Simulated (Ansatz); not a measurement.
TePd3:

```xyz
4
Lattice="2.4803 -2.4924 0.0000 2.4803 2.4924 0.0000 0.0000 0.0000 5.6953" Properties=species:S:1:pos:R:3 pbc="T T T"
Te    0.0000    0.0000    0.0000
Pd    2.4803    0.0000    1.4347
Pd    0.0000    0.0000    2.8477
Pd    2.4803    0.0000    4.2606
```

The cell comes from a database or a generator and needn't be the stable form of this composition.

| Quantity | Value |
| --- | --- |
| Program | Ansatz 0.2.0 |
| Task | single point |
| Functional | PBEsol |
| Potentials or basis | all-electron LAPW, scalar-relativistic |
| Cutoff | 251 eV (chosen from the basis error) |
| Basis error allowed | 0.001 eV/atom |
| k mesh | 8 × 8 × 5 |
| Occupations | fermi-dirac, width 0.05 eV |
| Spin | no spin polarisation |

On this cell: pressure -8.3 GPa; largest force 0.059 eV/Å; band gap on the k mesh none (metal or under the smearing width).

The same run follows on a disturbed copy (atoms moved at random, drawn with an rms of 0.05 Å):

```
Te Pd
1.0
     2.48026   -2.49243    0.00000
     2.48026    2.49243    0.00000
     0.00000    0.00000    5.69533
Te Pd
1 3
Direct
  0.99645 0.99573 0.99743
  0.49694 0.51154 0.24863
  0.99641 0.99913 0.49210
  0.50359 0.49450 0.73983
```

Q: What does the disturbed cell give?

A: The energy (extrapolated to zero smearing) moves by +1.5 meV/atom; pressure -8.2 GPa; largest force 0.182 eV/Å; band gap on the k mesh none (metal or under the smearing width).

Forces on the atoms (eV/Å):
```
Te   0.044  0.012 -0.066
Pd  -0.115 -0.093 -0.106
Pd   0.101  0.013  0.072
Pd  -0.029  0.068  0.100
```

Stress tensor (GPa, compression positive):
```
-7.28 -0.01  0.15
-0.01 -7.70  0.32
 0.15  0.32 -9.62
```
